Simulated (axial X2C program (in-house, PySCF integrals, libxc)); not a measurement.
**All-electron X2C curves of BrAs⁺**

Aim: find the lowest determinant of BrAs⁺, scan the bond at several levels and fit the constants, once spin-free and once with spin–orbit coupling.

Program: an in-house X2C program for linear molecules on PySCF integrals. Level of theory: all-electron X2C, Br dyall-cv3z, As dyall-cv3z. These are calculated values, not measurements.

**1. The job**

The input, task.json:

```json
{"zs": [35, 33], "q": 1, "bas": ["dyall-cv3z", "dyall-cv3z"], "levels": ["PBE0", "HF", "B97-3"], "cc": true, "r0": 2.35, "thr": -2.0, "nmax": 90, "npts": 10, "nst": 2, "ntry": 6}
```

Keys: zs atomic numbers; q charge; bas basis sets; levels methods (HF also brings MP2); cc coupled cluster on or off; r0 starting distance in Å; thr threshold in hartree for freezing inner shells (an s shell follows its p shell); nmax most natural virtual spinors; npts points asked for on the curve; nst determinants followed; ntry starts of the search.

Started as:

```console
$ python so2c.py task.json out
```

Spin-free means the one-electron spin-free X2C Hamiltonian; two-component (2c) means X2C with spin–orbit coupling and atomic mean-field two-electron Coulomb and Gaunt terms. Basis: Br dyall-cv3z contracted to [8s9p6d4f1g], As dyall-cv3z contracted to [9s9p6d4f1g]; Gaussian nuclei, density fitting. Masses: Br 78.918 u, As 74.922 u.

Notation: σ, π±, δ± give the projection m of an orbital's angular momentum (0, ±1, ±2), α and β its spin, Λ and M_S the sums; ω is the projection of a spinor's total angular momentum and Ω the sum. Logs are in hartree.

The results follow Hamiltonian by Hamiltonian and level by level.

**2. Search for the lowest determinant**

PBE0 moves the distance from 2.350 Å to 2.186 Å and compares determinants there.

Spin-free determinants:

| ΔE (eV) | state | open shells |
| --- | --- | --- |
| 0.00 | M_S = 1/2, Λ = 1 | beyond closed shells: π+α |
| 2.87 | M_S = 3/2, Λ = 1 | beyond closed shells: 2 × π+α, π+β, 2 × π-α |
| 3.28 | M_S = 3/2, Λ = 0 | beyond closed shells: σα, π+α, π-α |
| 3.77 | M_S = 1/2, Λ = 0 | beyond closed shells: σα |
| 3.91 | M_S = 1/2, Λ = 0 | beyond closed shells: σβ, π+α, π-α |
| 3.96 | M_S = 1/2, Λ = 1 | beyond closed shells: π+α, 2 × π+β, 2 × π-α |
| 3.96 | M_S = 1/2, Λ = 3 | beyond closed shells: 2 × π+α, 2 × π+β, π-α |

Two-component determinants:

```csv
ΔE (eV),state,open shells
0.00,Ω = 1/2,excess of +ω over −ω: ω = 1/2
0.25,Ω = 3/2,excess of +ω over −ω: ω = 3/2
2.85,Ω = 5/2,"excess of +ω over −ω: ω = -1/2, 2 × ω = 3/2"
3.14,Ω = 1/2,"excess of +ω over −ω: 2 × ω = -1/2, ω = 3/2"
3.72,Ω = 3/2,excess of +ω over −ω: ω = 3/2
3.93,Ω = 7/2,"excess of +ω over −ω: ω = 1/2, 2 × ω = 3/2"
4.21,Ω = 5/2,"excess of +ω over −ω: 2 × ω = 1/2, ω = 3/2"
```

**3. PBE0, spin-free**

State followed: M_S = 1/2, Λ = 1 (beyond closed shells: π+α). The scan is laid around 2.186 Å, a first estimate of the minimum, and this SCF restarts from the orbitals of the search.

The SCF at the reference distance of 2.186 Å:

```text
spin-free X2C-1e  PBE0
basis functions 205  fitting functions 1165  grid points 5800
iter        total energy     max residual
   1      -4866.302458911     5.69e-06
   2      -4866.302458911     7.12e-06
converged
one-electron -7309.05889001  Coulomb 2339.68754302  exact exchange -43.37599189  xc functional -133.15241124  nuclear repulsion 279.59729122
```

Along the bond, energies from the lowest point:

| R (Å) | E (eV) | μ (D) | HOMO (eV) | LUMO (eV) | iterations |
| --- | --- | --- | --- | --- | --- |
| 1.902 | 1.2198 | 0.76 | -12.66 | -10.62 | 12 |
| 1.989 | 0.4912 | 1.19 | -12.86 | -10.82 | 12 |
| 2.055 | 0.1866 | 1.51 | -13.00 | -10.97 | 12 |
| 2.120 | 0.0349 | 1.83 | -13.14 | -11.10 | 12 |
| 2.186 | 0.0000 | 2.15 | -13.27 | -11.24 | 2 |
| 2.263 | 0.0689 | 2.51 | -13.40 | -11.39 | 12 |
| 2.339 | 0.2223 | 2.85 | -13.53 | -11.53 | 12 |
| 2.437 | 0.5010 | 3.25 | -13.66 | -11.69 | 12 |
| 2.558 | 0.9073 | 3.60 | -13.78 | -11.86 | 13 |
| 2.732 | 1.5132 | 3.71 | -13.87 | -12.00 | 16 |

Dipoles are positive if As is the positive end and refer to the centre of mass.

Outer orbitals at the reference distance:

| symmetry | occupied | ε (eV) | atomic character |
| --- | --- | --- | --- |
| σα | yes | -30.26 | 72% Br s, 14% As s, 8% As p |
| σβ | yes | -30.11 | 74% Br s, 11% As s, 8% As p |
| σα | yes | -24.13 | 66% As s, 16% Br p, 13% Br s |
| σβ | yes | -23.14 | 65% As s, 20% Br p, 11% Br s |
| σα | yes | -17.17 | 49% Br p, 35% As p, 10% As s |
| σβ | yes | -16.88 | 47% Br p, 34% As p, 14% As s |
| π+α | yes | -16.55 | 70% Br p, 26% As p, 3% As d |
| π-α | yes | -16.18 | 74% Br p, 22% As p, 3% As d |
| π+β | yes | -16.03 | 82% Br p, 14% As p, 3% As d |
| π-β | yes | -16.03 | 82% Br p, 14% As p, 3% As d |
| π+α | yes | -13.27 | 70% As p, 25% Br p, 2% Br d |
| π-α | no | -11.24 | 74% As p, 21% Br p, 3% Br d |
| π+β | no | -10.22 | 82% As p, 14% Br p, 3% Br d |
| π-β | no | -10.22 | 82% As p, 14% Br p, 3% Br d |
| σα | no | -7.43 | 45% As p, 22% Br p, 14% As d |

PBE0 fields in the half plane through the axis: z from -2.4 to 4.5 Å across, distance from the axis 0.15 to 2.25 Å upwards; Br lies at z = 0 and As at z = 2.186 Å; the ELF is damped to zero where the density is low.

log10 density (e/bohr³). Ten even steps from '0' (-5.15 ) to '9' (1.44 ):
```
001122222222222222221100
011223333333333333322110
012233444444444444333211
112334455554445554443221
123345556555555555544321
123455666666556666554332
123456677766667876654432
223456789876668997654432
```

ELF. Ten even steps from '0' (0.00 ) to '9' (0.85 ):
```
000000001000000111000000
000001233210012344310000
000013566542124677642000
000146888864336899874100
000268999986556789996300
001479976788653236998410
001589524248722652698510
002588282828717383498620
```

Re = 2.176 Å, ωe = 388 cm⁻¹, ωexe = 0.87 cm⁻¹, Be = 0.09262 cm⁻¹, De = 3.86 eV, μ = 2.11 D.

**4. HF, spin-free**

The SCF at the reference distance of 2.186 Å:

```text
spin-free X2C-1e  HF
basis functions 205  fitting functions 1165  grid points 5800
iter        total energy     max residual
   1      -4863.278023350     2.98e-01
   2      -4863.312321654     7.73e-03
   3      -4863.313813075     4.30e-03
   4      -4863.314168007     1.70e-03
   5      -4863.314290444     8.91e-04
   6      -4863.314331095     4.67e-04
   7      -4863.314343948     1.62e-04
   8      -4863.314345399     6.84e-05
   9      -4863.314345588     3.77e-05
  10      -4863.314345643     3.43e-05
  11      -4863.314345690     2.62e-05
  12      -4863.314345723     1.17e-05
  13      -4863.314345731     5.62e-06
  14      -4863.314345733     2.43e-06
converged
one-electron -7309.06012955  Coulomb 2339.82140481  exact exchange -173.67291221  xc functional 0.00000000  nuclear repulsion 279.59729122
```

Re = 2.173 Å, ωe = 397 cm⁻¹, Be = 0.09289 cm⁻¹, De = 1.89 eV, μ = 2.82 D.

**5. B97-3, spin-free**

Output at 2.186 Å:

```text
spin-free X2C-1e  B97-3
basis functions 205  fitting functions 1165  grid points 5800
iter        total energy     max residual
   1      -4866.431710353     2.47e-02
   2      -4866.432187043     2.95e-03
   3      -4866.432067055     3.73e-03
   4      -4866.432272717     1.45e-03
   5      -4866.432314942     2.54e-04
   6      -4866.432315866     1.41e-04
   7      -4866.432316096     5.02e-05
   8      -4866.432316257     2.08e-05
   9      -4866.432316270     1.80e-06
  10      -4866.432316270     8.80e-07
converged
one-electron -7309.28726870  Coulomb 2339.93151989  exact exchange -46.72764384  xc functional -129.94621484  nuclear repulsion 279.59729122
```

Re = 2.187 Å, ωe = 383 cm⁻¹, ωexe = 0.84 cm⁻¹, Be = 0.09171 cm⁻¹, De = 3.74 eV, μ = 2.23 D.

**6. Correlated methods, spin-free**

Correlated methods: 11 electrons correlated (frozen shells, counted by type: Br 3 s, 2 p, 1 d; As 3 s, 2 p, 1 d), 247 virtual spinors in MP2, 90 natural virtuals in coupled cluster.

Output of the correlated part at 2.186 Å:

```text
correlated 11  virtual 247  natural virtual 90  E(MP2) -0.254580500  MP2 remainder -0.007490730
iter   CCSD correlation   residual
   1     -0.261907991   1.30e-01
   2     -0.269324111   5.83e-02
   3     -0.272340468   2.81e-02
   4     -0.272491059   1.19e-02
   5     -0.272645681   5.02e-03
   6     -0.272662292   1.94e-03
   7     -0.272665641   7.04e-04
   8     -0.272671151   3.72e-04
   9     -0.272667871   1.98e-04
  10     -0.272669883   7.98e-05
  11     -0.272669103   2.69e-05
  12     -0.272669419   1.12e-05
  13     -0.272669434   4.73e-06
(T) -0.014257374  T1 0.0387  D1 0.0788  max T2 0.079
```

T1 in the output is the amplitude norm over the root of the electron number; divide by √2 for the Lee–Taylor value.

MP2: Re = 2.176 Å, ωe = 400 cm⁻¹, Be = 0.09265 cm⁻¹, De = 3.56 eV.

CCSD: Re = 2.183 Å, ωe = 389 cm⁻¹, ωexe = 0.896 cm⁻¹, Be = 0.09207 cm⁻¹, De = 3.32 eV. T1 at Re = 0.027 (Lee–Taylor, the printed value over √2).

CCSD(T): Re = 2.192 Å, ωe = 380 cm⁻¹, ωexe = 0.898 cm⁻¹, Be = 0.09124 cm⁻¹, De = 3.54 eV. T1 at Re = 0.028 (Lee–Taylor, the printed value over √2).

**7. The spin-free curves together**

Energy (eV) of the followed determinant, spin-free, from each level's lowest point:

| R (Å) | PBE0 | HF | MP2 | CCSD | CCSD(T) | B97-3 |
| --- | --- | --- | --- | --- | --- | --- |
| 1.902 | 1.220 | 1.237 | 1.272 | n/a | n/a | 1.305 |
| 1.989 | 0.491 | 0.493 | 0.514 | 0.536 | 0.574 | 0.545 |
| 2.055 | 0.187 | 0.183 | 0.196 | 0.212 | 0.238 | 0.220 |
| 2.120 | 0.035 | 0.031 | 0.037 | 0.045 | 0.059 | 0.051 |
| 2.186 | 0.000 | 0.000 | 0.000 | 0.000 | 0.000 | 0.000 |
| 2.263 | 0.069 | 0.077 | 0.072 | 0.061 | 0.045 | 0.053 |
| 2.339 | 0.222 | 0.242 | 0.235 | 0.209 | 0.177 | 0.194 |
| 2.437 | 0.501 | 0.539 | 0.539 | 0.485 | 0.432 | 0.461 |
| 2.558 | 0.907 | 0.962 | 1.081 | n/a | n/a | 0.861 |
| 2.732 | 1.513 | 1.436 | 2.150 | n/a | n/a | 1.476 |

**8. PBE0, 2c**

State followed: Ω = 1/2 (excess of +ω over −ω: ω = 1/2). The scan is laid around 2.186 Å, a first estimate of the minimum, and this SCF restarts from the orbitals of the search.

The SCF at the reference distance of 2.186 Å:

```text
two-component X2C + atomic mean field  PBE0
basis functions 205  fitting functions 1165  grid points 5800
iter        total energy     max residual
   1      -4864.660687118     9.11e-06
   2      -4864.660687123     6.26e-06
   3      -4864.660687124     3.82e-06
converged
one-electron -7304.85578149  Coulomb 2338.85339526  exact exchange -43.35858781  xc functional -133.09913686  nuclear repulsion 279.59729122  atomic mean-field constant -1.79786744
```

Along the bond, energies from the lowest point:

| R (Å) | E (eV) | μ (D) | HOMO (eV) | LUMO (eV) | iterations |
| --- | --- | --- | --- | --- | --- |
| 1.902 | 1.2317 | 0.75 | -12.77 | -10.48 | 12 |
| 1.989 | 0.4991 | 1.17 | -12.96 | -10.68 | 12 |
| 2.055 | 0.1917 | 1.49 | -13.11 | -10.82 | 12 |
| 2.120 | 0.0374 | 1.81 | -13.24 | -10.96 | 12 |
| 2.186 | 0.0000 | 2.13 | -13.37 | -11.09 | 3 |
| 2.263 | 0.0658 | 2.48 | -13.50 | -11.24 | 12 |
| 2.339 | 0.2161 | 2.81 | -13.63 | -11.38 | 12 |
| 2.437 | 0.4902 | 3.20 | -13.76 | -11.54 | 12 |
| 2.558 | 0.8898 | 3.53 | -13.88 | -11.70 | 14 |
| 2.732 | 1.4850 | 3.62 | -13.97 | -11.84 | 16 |

Dipoles are positive if As is the positive end and refer to the centre of mass.

Outer spinors at the reference distance:

```csv
ω,occupied,ε (eV),atomic character,λ mixture
-1/2,yes,-30.25,"72% Br s, 14% As s, 8% As p",100% σ
1/2,yes,-30.12,"74% Br s, 11% As s, 8% As p",100% σ
-1/2,yes,-24.11,"66% As s, 16% Br p, 13% Br s",100% σ
1/2,yes,-23.11,"65% As s, 20% Br p, 11% Br s",100% σ
-1/2,yes,-17.18,"51% Br p, 34% As p, 10% As s","98% σ, 2% π"
1/2,yes,-16.93,"54% Br p, 30% As p, 12% As s","81% σ, 19% π"
1/2,yes,-16.64,"64% Br p, 30% As p, 2% As s","81% π, 19% σ"
-1/2,yes,-16.17,"81% Br p, 14% As p, 3% As d","98% π, 2% σ"
-3/2,yes,-16.02,"73% Br p, 22% As p, 3% As d",100% π
3/2,yes,-15.87,"81% Br p, 14% As p, 4% As d",100% π
1/2,yes,-13.37,"71% As p, 25% Br p, 2% Br d",100% π
-3/2,no,-11.09,"74% As p, 22% Br p, 3% Br d",100% π
-1/2,no,-10.29,"82% As p, 13% Br p, 3% Br d",100% π
3/2,no,-10.08,"82% As p, 14% Br p, 3% Br d",100% π
-1/2,no,-7.41,"45% As p, 22% Br p, 14% As d",100% σ
```

PBE0 fields in the half plane through the axis: z from -2.4 to 4.5 Å across, distance from the axis 0.15 to 2.25 Å upwards; Br lies at z = 0 and As at z = 2.186 Å; the ELF is damped to zero where the density is low.

log10 density (e/bohr³). Ten even steps from '0' (-5.15 ) to '9' (1.44 ):
```
001122222222222222221100
011223333333333333322110
012233444444444444333211
112334455554445554443221
123345556555555555544321
123455666666556666554332
123456677766667876654432
223456789876668997654432
```

ELF. Ten even steps from ' ' (0.00 ) to '@' (0.85 ):
```
                ..            ......            
          ..::----::..    ..::--====--..        
        ..--++****++==::..::==**####**==::      
      ..==**%%%%%%%%**==----**%%@@@@%%##==..    
      --**%%@@@@@@@@%%**++++**##%%@@@@@@**--    
    ..==##@@@@##**##%%%%**++--::--**@@@@%%==..  
    ..++%%@@++::==::==%%##::::**++::**@@%%++::  
    ::++%%%%::%%::%%::%%##..##--%%--==@@%%**::  
```

Re = 2.178 Å, ωe = 386 cm⁻¹, ωexe = 0.887 cm⁻¹, Be = 0.09246 cm⁻¹, De = 3.87 eV, μ = 2.09 D.

**9. HF, 2c**

The SCF at the reference distance of 2.186 Å:

```text
two-component X2C + atomic mean field  HF
basis functions 205  fitting functions 1165  grid points 5800
iter        total energy     max residual
   1      -4861.637313687     2.99e-01
   2      -4861.671486795     7.71e-03
   3      -4861.672955243     4.31e-03
   4      -4861.673300356     1.69e-03
   5      -4861.673419797     8.82e-04
   6      -4861.673459582     4.80e-04
   7      -4861.673472106     1.81e-04
   8      -4861.673473723     8.97e-05
   9      -4861.673474014     6.30e-05
  10      -4861.673474137     5.50e-05
  11      -4861.673474262     3.83e-05
  12      -4861.673474336     1.45e-05
  13      -4861.673474351     5.98e-06
  14      -4861.673474354     2.08e-06
  15      -4861.673474355     1.51e-06
converged
one-electron -7304.85154771  Coulomb 2338.98119937  exact exchange -173.60254980  xc functional 0.00000000  nuclear repulsion 279.59729122  atomic mean-field constant -1.79786744
```

Re = 2.175 Å, ωe = 396 cm⁻¹, Be = 0.09276 cm⁻¹, De = 1.82 eV, μ = 2.79 D.

**10. B97-3, 2c**

The SCF at the reference distance of 2.186 Å:

```text
two-component X2C + atomic mean field  B97-3
basis functions 205  fitting functions 1165  grid points 5800
iter        total energy     max residual
   1      -4864.790220909     2.49e-02
   2      -4864.790697271     2.96e-03
   3      -4864.790578254     3.76e-03
   4      -4864.790784211     1.46e-03
   5      -4864.790825866     2.60e-04
   6      -4864.790826832     1.43e-04
   7      -4864.790827074     5.35e-05
   8      -4864.790827248     2.08e-05
   9      -4864.790827260     1.78e-06
  10      -4864.790827260     8.75e-07
converged
one-electron -7305.08389229  Coulomb 2339.09705325  exact exchange -46.70887302  xc functional -129.89453899  nuclear repulsion 279.59729122  atomic mean-field constant -1.79786744
```

Re = 2.189 Å, ωe = 382 cm⁻¹, ωexe = 0.854 cm⁻¹, Be = 0.09156 cm⁻¹, De = 3.72 eV, μ = 2.21 D.

**11. MP2 and beyond, 2c**

Correlated methods: 11 electrons correlated (frozen shells, counted by type: Br 3 s, 2 p, 1 d; As 3 s, 2 p, 1 d), 247 virtual spinors in MP2, 90 natural virtuals in coupled cluster.

Output of the correlated part at 2.186 Å:

```text
correlated 11  virtual 247  natural virtual 90  E(MP2) -0.254242239  MP2 remainder -0.007489415
iter   CCSD correlation   residual
   1     -0.261625357   1.29e-01
   2     -0.268996876   5.71e-02
   3     -0.271919011   2.73e-02
   4     -0.272065724   1.16e-02
   5     -0.272217240   4.85e-03
   6     -0.272233512   1.86e-03
   7     -0.272237586   6.75e-04
   8     -0.272242801   3.57e-04
   9     -0.272239971   1.87e-04
  10     -0.272241926   7.33e-05
  11     -0.272241354   2.41e-05
  12     -0.272241685   1.03e-05
  13     -0.272241697   4.67e-06
(T) -0.014145017  T1 0.0380  D1 0.0769  max T2 0.075
```

MP2: No constants are quoted: fits of two degrees disagree.

CCSD: Re = 2.184 Å, ωe = 388 cm⁻¹, ωexe = 0.908 cm⁻¹, Be = 0.09193 cm⁻¹, De = 3.27 eV. T1 at Re = 0.027 (Lee–Taylor, the printed value over √2).

CCSD(T): Re = 2.194 Å, ωe = 379 cm⁻¹, ωexe = 0.915 cm⁻¹, Be = 0.09112 cm⁻¹, De = 3.49 eV. T1 at Re = 0.027 (Lee–Taylor, the printed value over √2).

**12. A higher determinant, 2c**

State: Ω = 3/2 (excess of +ω over −ω: ω = 3/2).

Output at the reference distance:

```text
two-component X2C + atomic mean field  PBE0
basis functions 205  fitting functions 1165  grid points 5800
iter        total energy     max residual
   1      -4864.651578911     7.92e-06
   2      -4864.651578916     9.11e-06
   3      -4864.651578917     4.97e-06
converged
one-electron -7304.73572940  Coulomb 2338.73945315  exact exchange -43.35784891  xc functional -133.09687754  nuclear repulsion 279.59729122  atomic mean-field constant -1.79786744
```

| R (Å) | E above the lowest PBE0 point (eV) |
| --- | --- |
| 1.902 | 1.479 |
| 1.989 | 0.747 |
| 2.055 | 0.439 |
| 2.120 | 0.285 |
| 2.186 | 0.248 |
| 2.263 | 0.314 |
| 2.339 | 0.465 |
| 2.437 | 0.740 |
| 2.558 | 1.142 |

Re = 2.178 Å, ωe = 386 cm⁻¹, ωexe = 0.874 cm⁻¹, Be = 0.09246 cm⁻¹, μ = 2.10 D. Te = 0.25 eV.

**13. The 2c curves together**

Energy (eV) of the followed determinant, 2c, from each level's lowest point:

| R (Å) | PBE0 | HF | MP2 | CCSD | CCSD(T) | B97-3 |
| --- | --- | --- | --- | --- | --- | --- |
| 1.902 | 1.232 | 1.249 | 1.284 | n/a | n/a | 1.317 |
| 1.989 | 0.499 | 0.500 | 0.522 | 0.543 | 0.581 | 0.553 |
| 2.055 | 0.192 | 0.188 | 0.201 | 0.216 | 0.242 | 0.225 |
| 2.120 | 0.037 | 0.034 | 0.040 | 0.048 | 0.061 | 0.053 |
| 2.186 | 0.000 | 0.000 | 0.000 | 0.000 | 0.000 | 0.000 |
| 2.263 | 0.066 | 0.074 | 0.069 | 0.058 | 0.042 | 0.051 |
| 2.339 | 0.216 | 0.237 | 0.227 | 0.204 | 0.172 | 0.188 |
| 2.437 | 0.490 | 0.531 | 0.527 | 0.476 | 0.424 | 0.451 |
| 2.558 | 0.890 | 0.947 | 1.083 | n/a | n/a | 0.845 |
| 2.732 | 1.485 | 1.394 | 2.152 | n/a | n/a | 1.450 |

The whole job took 2.1 min on 1 thread of Arm Neoverse V2, shared host.

**14. What came out**

Lowest determinant that the search found at its distance, spin-free: M_S = 1/2, Λ = 1 (beyond closed shells: π+α).

Lowest determinant that the search found at its distance, 2c: Ω = 1/2 (excess of +ω over −ω: ω = 1/2).

| Hamiltonian | level | Re (Å) | ωe (cm⁻¹) | De (eV) | μ (D) |
| --- | --- | --- | --- | --- | --- |
| spin-free | PBE0 | 2.176 | 388 | 3.86 | 2.11 |
| spin-free | HF | 2.173 | 397 | 1.89 | 2.82 |
| spin-free | MP2 | 2.176 | 400 | 3.56 | n/a |
| spin-free | CCSD | 2.183 | 389 | 3.32 | n/a |
| spin-free | CCSD(T) | 2.192 | 380 | 3.54 | n/a |
| spin-free | B97-3 | 2.187 | 383 | 3.74 | 2.23 |
| 2c | PBE0 | 2.178 | 386 | 3.87 | 2.09 |
| 2c | HF | 2.175 | 396 | 1.82 | 2.79 |
| 2c | CCSD | 2.184 | 388 | 3.27 | n/a |
| 2c | CCSD(T) | 2.194 | 379 | 3.49 | n/a |
| 2c | B97-3 | 2.189 | 382 | 3.72 | 2.21 |

Dipoles are positive if As is the positive end and refer to the centre of mass. No constants: 2c MP2 (fits of two degrees disagree).

Time per point (s) on 1 thread of Arm Neoverse V2, shared host (2c runs; CCSD comes with the CCSD(T) run); the times are rough: PBE0 0.68, HF 0.64, CCSD(T) 3.8, B97-3 0.74.

What this shows: At CCSD(T), going from spin-free to two-component changes Re by +1 mÅ, ωe by -0.3 %; the spin-free picture holds up (part of it comes from the scalar share of the two-electron terms). De moves by -0.05 eV; both De rest on single-determinant atoms, which can miss part of an open shell's spin–orbit lowering.

De refers to Br + As+, each in the lowest determinant found, which need not be this curve's own limit. The state is a single determinant with fixed occupations, the lowest that a limited PBE0 search found. De is counted from the lowest determinant-based energies of the atoms at the same level, without counterpoise correction. Density functionals use the spin component along the axis (collinear). Coupled cluster ran in a truncated set of natural virtual spinors; the MP2 energy of the rest was added. The spin-free determinant is spin-contaminated at some levels, which hurts MP2 most. T1 at Re is 0.028 (Lee–Taylor), above the customary mark of 0.02.
